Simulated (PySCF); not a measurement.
# The bond of BrF−, level by level

One job finds the state of BrF−, follows it along the bond with each method and fits the curves.

Program: PySCF 2.14.0. Level of theory: Br aug-pcseg-1, F aug-pcseg-1, no relativity. These are calculated values, not measurements.

1 further run of the same task is left out (set aside as unsound or not needed).

## (1) The job

Settings of the job:

```yaml
atoms: Br, F
charge: -1
basis: Br aug-pcseg-1, F aug-pcseg-1
Hamiltonian: no relativity
basis_functions: 59
electrons_treated: 45
masses_in_u: 78.9183, 18.9984
levels: PBE0, PBE, r²SCAN, MN15, M06-L, B97-3, HF, MP2, SCS-MP2
grid: 80 radial by 434 angular points
occupations: held fixed by the projection of orbital angular momentum
dissociation_limit: Br + F−, each in its ground configuration
starting_distance_in_angstrom: 1.830
values_of_2S_to_try: 1, 3
```

Started as:

```sh
OMP_NUM_THREADS=1 python dia.py task.json out
```

After the search, every level is run at each distance in turn; below they are sorted by level.

## (2) The PBE0 curve of the state that the search chose

State followed: ²Σ⁺ (doublet), unpaired electrons σ ↑. The scan is laid around 2.317 Å.

Log of the SCF at 2.317 Å:

```text
******** <class 'pyscf.dft.uks_symm.SymAdaptedUKS'> ********
method = SymAdaptedUKS
initial guess = minao
damping factor = 0
level_shift factor = 0
DIIS = <class 'pyscf.scf.diis.CDIIS'>
diis_start_cycle = 1
diis_space = 10
diis_damp = 0
SCF conv_tol = 1e-09
SCF conv_tol_grad = None
SCF max_cycles = 60
direct_scf = False
max_memory 909 MB (current use 339 MB)
number electrons alpha = 23  beta = 22
XC library pyscf.dft.libxc version 7.0.0
    S. Lehtola, C. Steigemann, M. J.T. Oliveira, and M. A.L. Marques.,  SoftwareX 7, 1–5 (2018)
XC functionals = PBE0
    C. Adamo and V. Barone.,  J. Chem. Phys. 110, 6158 (1999)
    M. Ernzerhof and G. E. Scuseria.,  J. Chem. Phys. 110, 5029 (1999)
small_rho_cutoff = 0
Overwritten attributes  get_k get_hcore get_j get_jk get_occ  of <class 'pyscf.dft.uks_symm.SymAdaptedUKS'>
<class 'pyscf.dft.uks_symm.SymAdaptedUKS'> does not have attributes  refdm
Set gradient conv threshold to 3.16228e-05
init E= -2673.32360719404
cycle= 1 E= -2673.32414604128  delta_E= -0.000539  |g|= 0.00197  |ddm|= 0.00865
cycle= 2 E= -2673.32414294153  delta_E= 3.1e-06  |g|= 0.00354  |ddm|= 0.00328
cycle= 3 E= -2673.32414731505  delta_E= -4.37e-06  |g|= 0.000614  |ddm|= 0.00258
cycle= 4 E= -2673.32414749655  delta_E= -1.81e-07  |g|= 0.000114  |ddm|= 0.000566
cycle= 5 E= -2673.32414750623  delta_E= -9.69e-09  |g|= 3.21e-05  |ddm|= 0.000181
cycle= 6 E= -2673.32414750699  delta_E= -7.61e-10  |g|= 1.46e-05  |ddm|= 5.67e-05
Extra cycle  E= -2673.32414750689  delta_E= 1.05e-10  |g|= 2.42e-05  |ddm|= 2.53e-05
converged SCF energy = -2673.32414750689  <S^2> = 0.75457631  2S+1 = 2.0045711
```

Points of the scan, energies from the lowest:

```
 R (Å)  E (eV)  μ (D)  Mulliken charge of Br (e)  Mayer bond order  ⟨S²⟩  HOMO (eV)  LUMO (eV)
1.9926  0.3665  -1.76                      -0.42              0.31  0.75      -0.28       3.21
2.0853  0.1567  -2.15                      -0.43              0.34  0.75      -0.80       2.80
2.1780  0.0455  -2.47                      -0.44              0.37  0.75      -1.25       2.40
2.2475  0.0084  -2.68                      -0.45              0.38  0.75      -1.55       2.12
2.3170  0.0000  -2.86                      -0.46              0.40  0.75      -1.83       1.85
2.3865  0.0125  -3.03                      -0.46              0.41  0.75      -2.07       1.61
2.4792  0.0515  -3.22                      -0.47              0.43  0.76      -2.28       1.30
2.5950  0.1217  -3.42                      -0.48              0.45  0.76      -2.39       0.97
2.7341  0.2192  -3.64                      -0.49              0.46  0.76      -2.50       0.61
2.9194  0.3483  -3.88                      -0.50              0.48  0.76      -2.60       0.21
```

The fit gives Re = 2.307 Å, ωe = 283.2 cm⁻¹, ωexe = 2.70 cm⁻¹, αe = 0.00232 cm⁻¹, Be = 0.2069 cm⁻¹, De = 1.93 eV, μ = -2.84 D.

Orbitals nearest the gap at 2.317 Å:

```
spin  orbital  ε (eV)  filled                          made of
   α        π   -4.06     yes              F p 90 %, Br p 10 %
   α        π   -4.06     yes              F p 90 %, Br p 10 %
   β        π   -3.68     yes              F p 89 %, Br p 11 %
   β        π   -3.68     yes              F p 89 %, Br p 11 %
   β        σ   -3.47     yes              F p 59 %, Br p 39 %
   α        π   -2.38     yes               Br p 91 %, F p 9 %
   α        π   -2.38     yes               Br p 91 %, F p 9 %
   β        π   -2.10     yes              Br p 89 %, F p 11 %
   β        π   -2.10     yes              Br p 89 %, F p 11 %
   α        σ   -1.83     yes              Br p 78 %, F p 22 %
   β        σ    1.85      no              Br p 66 %, F p 37 %
   α        σ    5.36      no             Br s 87 %, Br p 18 %
   β        σ    5.55      no          diffuse, shares unclear
   α        σ    5.86      no  Br p 103 %, Br s 34 %, F p 17 %
```

Polarisability there: 69.3 bohr³ along the bond, 34.7 across it.

## (3) Orbitals, density and potential

Orbitals, density, ELF and potential are computed afterwards from the orbital file.

Frontier orbitals at PBE0 (alpha spin), with the share of their density that lies nearest to each atom:

```csv
orbital,energy (eV),lies on
HOMO,-1.83,Br1 74 %; F2 26 %
LUMO,5.36,Br1 95 %
```

ELF in a plane through or near 2 of the atoms.

Values, 10 rows by 14 columns:
```
0.00 0.00 0.01 0.04 0.10 0.09 0.03 0.00 0.00 0.00 0.00 0.00 0.00 0.00
0.00 0.02 0.17 0.35 0.51 0.50 0.27 0.04 0.00 0.02 0.02 0.00 0.00 0.00
0.01 0.10 0.38 0.56 0.71 0.72 0.46 0.06 0.04 0.19 0.13 0.03 0.00 0.00
0.03 0.23 0.53 0.73 0.84 0.83 0.67 0.12 0.38 0.66 0.45 0.13 0.02 0.00
0.05 0.29 0.60 0.75 0.23 0.44 0.61 0.22 0.78 0.76 0.71 0.22 0.04 0.00
0.06 0.30 0.62 0.72 0.56 0.70 0.49 0.25 0.78 0.61 0.74 0.23 0.04 0.00
0.04 0.27 0.57 0.77 0.52 0.40 0.70 0.17 0.64 0.84 0.61 0.18 0.03 0.00
0.01 0.17 0.47 0.65 0.81 0.83 0.57 0.08 0.15 0.41 0.28 0.07 0.01 0.00
0.00 0.07 0.31 0.50 0.65 0.65 0.41 0.06 0.02 0.11 0.08 0.01 0.00 0.00
0.00 0.01 0.06 0.17 0.30 0.29 0.12 0.02 0.00 0.00 0.00 0.00 0.00 0.00
```
The map spans 7.5 Å across and 5.2 Å up, centred on the molecule. Atoms in the plane (x, y in Å): Br1 (-1.2, 0.0), F2 (1.2, 0.0).

On the surface of density 0.002 e/bohr³ the electrostatic potential runs, from the 1st to the 99th percentile, from -6.63 V near F2 to -4.70 V near Br1.

The spin density lies nearest to Br1 57 %; F2 43 %.

## (4) PBE

The SCF at the reference distance, 2.317 Å, printed:

```text
[... 13 set-up lines left out, the same as in an earlier log ...]
max_memory 909 MB (current use 392 MB)
[... 3 set-up lines left out, the same as in an earlier log ...]
XC functionals = PBE
    J. P. Perdew, K. Burke, and M. Ernzerhof.,  Phys. Rev. Lett. 77, 3865 (1996)
    J. P. Perdew, K. Burke, and M. Ernzerhof.,  Phys. Rev. Lett. 78, 1396 (1997)
    J. P. Perdew, K. Burke, and M. Ernzerhof.,  Phys. Rev. Lett. 77, 3865 (1996)
    J. P. Perdew, K. Burke, and M. Ernzerhof.,  Phys. Rev. Lett. 78, 1396 (1997)
[... 2 set-up lines left out, the same as in an earlier log ...]
init E= -2673.25731825433
cycle= 1 E= -2673.2584365032  delta_E= -0.00112  |g|= 0.0464  |ddm|= 0.126
cycle= 2 E= -2673.24737724717  delta_E= 0.0111  |g|= 0.169  |ddm|= 0.163
cycle= 3 E= -2673.25933268903  delta_E= -0.012  |g|= 0.00977  |ddm|= 0.129
cycle= 4 E= -2673.25937494371  delta_E= -4.23e-05  |g|= 0.00496  |ddm|= 0.02
cycle= 5 E= -2673.25938892151  delta_E= -1.4e-05  |g|= 0.000207  |ddm|= 0.00556
cycle= 6 E= -2673.25938895548  delta_E= -3.4e-08  |g|= 9.34e-05  |ddm|= 0.000365
cycle= 7 E= -2673.25938895755  delta_E= -2.07e-09  |g|= 6.42e-05  |ddm|= 0.000132
cycle= 8 E= -2673.25938896016  delta_E= -2.61e-09  |g|= 7.51e-06  |ddm|= 6.84e-05
cycle= 9 E= -2673.25938896018  delta_E= -1.68e-11  |g|= 2.23e-06  |ddm|= 9.5e-06
Extra cycle  E= -2673.25938896015  delta_E= 3.37e-11  |g|= 9.53e-06  |ddm|= 1.03e-05
converged SCF energy = -2673.25938896015  <S^2> = 0.75160767  2S+1 = 2.001607
```

Re = 2.367 Å, ωe = 247.4 cm⁻¹, ωexe = 2.92 cm⁻¹, αe = 0.00259 cm⁻¹, Be = 0.1966 cm⁻¹, De = 2.08 eV, μ = -2.97 D. 17 s of CPU time for 12 points, integrals apart.

## (5) r²SCAN

Output of the SCF at 2.317 Å:

```text
[... 17 set-up lines left out, the same as in an earlier log ...]
XC functionals = R2SCAN
    J. W. Furness, A. D. Kaplan, J. Ning, J. P. Perdew, and J. Sun.,  J. Phys. Chem. Lett. 11, 8208-8215 (2020)
    J. W. Furness, A. D. Kaplan, J. Ning, J. P. Perdew, and J. Sun.,  J. Phys. Chem. Lett. 11, 9248-9248 (2020)
    J. W. Furness, A. D. Kaplan, J. Ning, J. P. Perdew, and J. Sun.,  J. Phys. Chem. Lett. 11, 8208-8215 (2020)
    J. W. Furness, A. D. Kaplan, J. Ning, J. P. Perdew, and J. Sun.,  J. Phys. Chem. Lett. 11, 9248-9248 (2020)
[... 2 set-up lines left out, the same as in an earlier log ...]
init E= -2673.66166074098
cycle= 1 E= -2673.66217698343  delta_E= -0.000516  |g|= 0.00699  |ddm|= 0.0536
cycle= 2 E= -2673.66203576751  delta_E= 0.000141  |g|= 0.0185  |ddm|= 0.0288
cycle= 3 E= -2673.66221167588  delta_E= -0.000176  |g|= 0.00264  |ddm|= 0.0165
cycle= 4 E= -2673.66221551521  delta_E= -3.84e-06  |g|= 0.00108  |ddm|= 0.00479
cycle= 5 E= -2673.6622159684  delta_E= -4.53e-07  |g|= 7.95e-05  |ddm|= 0.00134
cycle= 6 E= -2673.66221597199  delta_E= -3.59e-09  |g|= 3.87e-05  |ddm|= 0.000176
cycle= 7 E= -2673.6622159731  delta_E= -1.11e-09  |g|= 8.87e-06  |ddm|= 6.3e-05
cycle= 8 E= -2673.66221597317  delta_E= -7.23e-11  |g|= 1.63e-06  |ddm|= 1.15e-05
Extra cycle  E= -2673.66221597315  delta_E= 1.96e-11  |g|= 4.82e-06  |ddm|= 6.23e-06
converged SCF energy = -2673.66221597315  <S^2> = 0.75389158  2S+1 = 2.0038878
```

Re = 2.346 Å, ωe = 261.1 cm⁻¹, ωexe = 2.82 cm⁻¹, αe = 0.00249 cm⁻¹, Be = 0.2000 cm⁻¹, De = 2.09 eV, μ = -2.82 D. 27 s of CPU time for 12 points, integrals apart.

## (6) MN15 (hybrid meta-GGA)

Output of the SCF at 2.317 Å:

```text
[... 17 set-up lines left out, the same as in an earlier log ...]
XC functionals = MN15
    H. S. Yu, X. He, S. L. Li, and D. G. Truhlar.,  Chem. Sci. 7, 5032-5051 (2016)
    H. S. Yu, X. He, S. L. Li, and D. G. Truhlar.,  Chem. Sci. 7, 5032-5051 (2016)
[... 2 set-up lines left out, the same as in an earlier log ...]
init E= -2674.03698716454
cycle= 1 E= -2674.04544880901  delta_E= -0.00846  |g|= 0.0423  |ddm|= 0.28
cycle= 2 E= -2674.04435865224  delta_E= 0.00109  |g|= 0.0676  |ddm|= 0.0637
cycle= 3 E= -2674.04597992262  delta_E= -0.00162  |g|= 0.0106  |ddm|= 0.0481
cycle= 4 E= -2674.04601984863  delta_E= -3.99e-05  |g|= 0.0025  |ddm|= 0.00558
cycle= 5 E= -2674.046024567  delta_E= -4.72e-06  |g|= 0.000939  |ddm|= 0.00387
cycle= 6 E= -2674.04602575029  delta_E= -1.18e-06  |g|= 0.000369  |ddm|= 0.00224
cycle= 7 E= -2674.04602593352  delta_E= -1.83e-07  |g|= 2.62e-05  |ddm|= 0.00119
cycle= 8 E= -2674.04602593438  delta_E= -8.57e-10  |g|= 7.42e-06  |ddm|= 6.99e-05
Extra cycle  E= -2674.04602593446  delta_E= -8.37e-11  |g|= 6.79e-06  |ddm|= 2.23e-05
converged SCF energy = -2674.04602593446  <S^2> = 0.75358648  2S+1 = 2.0035833
```

Re = 2.313 Å, ωe = 283.3 cm⁻¹, ωexe = 2.46 cm⁻¹, αe = 0.00220 cm⁻¹, Be = 0.2058 cm⁻¹, De = 1.76 eV, μ = -3.17 D.

## (7) M06-L (meta-GGA)

Output of the SCF at 2.317 Å:

```text
[... 13 set-up lines left out, the same as in an earlier log ...]
max_memory 909 MB (current use 393 MB)
[... 3 set-up lines left out, the same as in an earlier log ...]
XC functionals = M06L
    Y. Zhao and D. G. Truhlar.,  J. Chem. Phys. 125, 194101 (2006)
    Y. Zhao and D. G. Truhlar.,  J. Chem. Phys. 125, 194101 (2006)
    Y. Zhao and D. G. Truhlar.,  Theor. Chem. Acc. 120, 215 (2008)
[... 2 set-up lines left out, the same as in an earlier log ...]
init E= -2673.59355213676
cycle= 1 E= -2673.5953216001  delta_E= -0.00177  |g|= 0.0285  |ddm|= 0.124
cycle= 2 E= -2673.59234472507  delta_E= 0.00298  |g|= 0.0887  |ddm|= 0.101
cycle= 3 E= -2673.59563146169  delta_E= -0.00329  |g|= 0.00624  |ddm|= 0.0734
cycle= 4 E= -2673.59565955302  delta_E= -2.81e-05  |g|= 0.000629  |ddm|= 0.0104
cycle= 5 E= -2673.5956597898  delta_E= -2.37e-07  |g|= 0.000176  |ddm|= 0.00155
cycle= 6 E= -2673.59565980666  delta_E= -1.69e-08  |g|= 8.35e-05  |ddm|= 0.000371
cycle= 7 E= -2673.5956598105  delta_E= -3.85e-09  |g|= 1.59e-05  |ddm|= 0.00017
cycle= 8 E= -2673.59565981064  delta_E= -1.34e-10  |g|= 1.44e-06  |ddm|= 2.09e-05
Extra cycle  E= -2673.59565981065  delta_E= -8.19e-12  |g|= 2.71e-06  |ddm|= 5.63e-06
converged SCF energy = -2673.59565981065  <S^2> = 0.754175  2S+1 = 2.0041707
```

Re = 2.407 Å, ωe = 238.6 cm⁻¹, ωexe = 2.57 cm⁻¹, αe = 0.00242 cm⁻¹, Be = 0.1900 cm⁻¹, De = 2.10 eV, μ = -2.99 D. 22 s of CPU time for 12 points, integrals apart.

## (8) B97-3

The SCF at the reference distance, 2.317 Å, printed:

```text
[... 17 set-up lines left out, the same as in an earlier log ...]
XC functionals = HYB_GGA_XC_B97_3
    T. W. Keal and D. J. Tozer.,  J. Chem. Phys. 123, 121103 (2005)
[... 2 set-up lines left out, the same as in an earlier log ...]
init E= -2673.46558104648
cycle= 1 E= -2673.46560435216  delta_E= -2.33e-05  |g|= 0.0216  |ddm|= 0.0432
cycle= 2 E= -2673.46499139775  delta_E= 0.000613  |g|= 0.0459  |ddm|= 0.0413
cycle= 3 E= -2673.46576260816  delta_E= -0.000771  |g|= 0.00258  |ddm|= 0.0303
cycle= 4 E= -2673.46576600303  delta_E= -3.39e-06  |g|= 0.000272  |ddm|= 0.00339
cycle= 5 E= -2673.46576606292  delta_E= -5.99e-08  |g|= 0.000178  |ddm|= 0.000633
cycle= 6 E= -2673.46576607819  delta_E= -1.53e-08  |g|= 7.34e-05  |ddm|= 0.000192
cycle= 7 E= -2673.4657660813  delta_E= -3.11e-09  |g|= 1.35e-05  |ddm|= 8.16e-05
cycle= 8 E= -2673.46576608146  delta_E= -1.56e-10  |g|= 2.97e-06  |ddm|= 3.09e-05
Extra cycle  E= -2673.46576608146  delta_E=    0  |g|= 4.96e-06  |ddm|= 5.38e-06
converged SCF energy = -2673.46576608146  <S^2> = 0.75444134  2S+1 = 2.0044364
```

Re = 2.348 Å, ωe = 264.2 cm⁻¹, ωexe = 2.74 cm⁻¹, αe = 0.00241 cm⁻¹, Be = 0.1998 cm⁻¹, De = 1.80 eV, μ = -3.02 D.

## (9) UHF (mean field)

Log of the SCF at 2.317 Å:

```text
******** <class 'pyscf.scf.uhf_symm.SymAdaptedUHF'> ********
method = SymAdaptedUHF
[... 13 set-up lines left out, the same as in an earlier log ...]
Overwritten attributes  get_k get_hcore get_j get_jk get_occ  of <class 'pyscf.scf.uhf_symm.SymAdaptedUHF'>
<class 'pyscf.scf.uhf_symm.SymAdaptedUHF'> does not have attributes  refdm
[... 1 set-up line left out, the same as in an earlier log ...]
init E= -2671.49156008123
cycle= 1 E= -2671.50283395475  delta_E= -0.0113  |g|= 0.0325  |ddm|= 0.17
cycle= 2 E= -2671.50365525402  delta_E= -0.000821  |g|= 0.017  |ddm|= 0.0456
cycle= 3 E= -2671.50382783349  delta_E= -0.000173  |g|= 0.00892  |ddm|= 0.0185
cycle= 4 E= -2671.50393572646  delta_E= -0.000108  |g|= 0.00488  |ddm|= 0.0163
cycle= 5 E= -2671.50400234423  delta_E= -6.66e-05  |g|= 0.00399  |ddm|= 0.0121
cycle= 6 E= -2671.50406236156  delta_E= -6e-05  |g|= 0.00355  |ddm|= 0.0124
cycle= 7 E= -2671.50418553633  delta_E= -0.000123  |g|= 0.00297  |ddm|= 0.0295
cycle= 8 E= -2671.50438149165  delta_E= -0.000196  |g|= 0.00138  |ddm|= 0.0742
cycle= 9 E= -2671.50441240078  delta_E= -3.09e-05  |g|= 0.000349  |ddm|= 0.035
cycle= 10 E= -2671.50441310799  delta_E= -7.07e-07  |g|= 0.00014  |ddm|= 0.00346
cycle= 11 E= -2671.50441327578  delta_E= -1.68e-07  |g|= 5.19e-05  |ddm|= 0.00328
cycle= 12 E= -2671.50441327932  delta_E= -3.54e-09  |g|= 2.6e-05  |ddm|= 0.00077
cycle= 13 E= -2671.50441328183  delta_E= -2.52e-09  |g|= 1.03e-05  |ddm|= 0.000522
cycle= 14 E= -2671.50441328239  delta_E= -5.52e-10  |g|= 3.25e-06  |ddm|= 0.000209
Extra cycle  E= -2671.50441328241  delta_E= -2.14e-11  |g|= 1.71e-06  |ddm|= 4.51e-06
converged SCF energy = -2671.50441328241  <S^2> = 0.77690485  2S+1 = 2.0267263
```

No constants are quoted: no minimum is bracketed among the points kept. 3.8 s of CPU time for 12 points, integrals apart.

## (10) Correlated methods on the Hartree–Fock reference

Reference: UHF; core orbitals frozen: 10.

Correlation energy (eV) along the bond:

| R (Å) | MP2 | SCS-MP2 |
| --- | --- | --- |
| 1.993 | -9.178 | -8.686 |
| 2.085 | -9.162 | -8.671 |
| 2.178 | -9.131 | -8.642 |
| 2.248 | -9.076 | -8.589 |
| 2.317 | -8.918 | -8.443 |
| 2.386 | -8.645 | -8.198 |
| 2.479 | -8.342 | -7.932 |
| 2.595 | -8.089 | -7.713 |
| 2.734 | -7.896 | -7.548 |
| 2.919 | -7.744 | -7.418 |

UHF-MP2: No constants are quoted: the points don't follow one smooth fit.

UHF-SCS-MP2: No constants are quoted: the points don't follow one smooth fit.

## (11) All curves

Energy (eV) from each level's lowest point:

```csv
R (Å),UHF,UHF-MP2,UHF-SCS-MP2,PBE,r²SCAN,M06-L,PBE0,B97-3,MN15
1.993,0.457,0.279,0.283,0.444,0.427,0.533,0.367,0.438,0.381
2.085,0.240,0.079,0.081,0.215,0.198,0.275,0.157,0.204,0.166
2.178,0.130,0.000,0.000,0.082,0.070,0.120,0.046,0.072,0.051
2.248,0.096,0.021,0.019,0.029,0.020,0.051,0.008,0.021,0.011
2.317,0.086,0.169,0.155,0.004,0.000,0.014,0.000,0.000,0.000
2.386,0.078,0.434,0.392,0.000,0.001,0.000,0.012,0.001,0.011
2.479,0.061,0.720,0.641,0.018,0.026,0.007,0.052,0.026,0.049
2.595,0.038,0.950,0.837,0.062,0.079,0.042,0.122,0.081,0.120
2.734,0.016,1.121,0.980,0.131,0.158,0.106,0.219,0.163,0.221
2.919,0.000,1.257,1.094,0.226,0.266,0.199,0.348,0.275,0.360
```

The whole job (state search and all levels along the bond) took 3.6 min on 1 thread of Arm Neoverse N1 (shared host), peak memory 0.76 GiB.

## (12) Results

Lowest PBE0 solution found, without spin–orbit coupling: ²Σ⁺ (doublet), unpaired electrons σ ↑.

```csv
level,Re (Å),ωe (cm⁻¹),De (eV),μ (D)
PBE,2.367,247.4,2.08,-2.97
r²SCAN,2.346,261.1,2.09,-2.82
M06-L,2.407,238.6,2.10,-2.99
PBE0,2.307,283.2,1.93,-2.84
B97-3,2.348,264.2,1.80,-3.02
MN15,2.313,283.3,1.76,-3.17
```

De is counted to Br + F− in their ground configurations. A positive dipole points from Br to F; in an ion it is taken about the centre of mass and does not tell which atom is negative. No constants: UHF (no minimum is bracketed among the points kept); UHF-MP2 (the points don't follow one smooth fit); UHF-SCS-MP2 (the points don't follow one smooth fit).

Time per point (s) on 1 thread of Arm Neoverse N1, shared host (CPU time, shared integrals of 0.38 s apart; correlated levels include their reference); the times are rough: PBE 1.4, r²SCAN 2.3, M06-L 1.9, PBE0 2, B97-3 1.1, MN15 2.

**Reading.** Bond lengths run from 2.307 Å (PBE0) to 2.407 Å (M06-L). Of the levels with a De here, MN15 gives the least (1.76 eV) and M06-L the most (2.10 eV).

Correlated steps freeze 10 core orbitals.
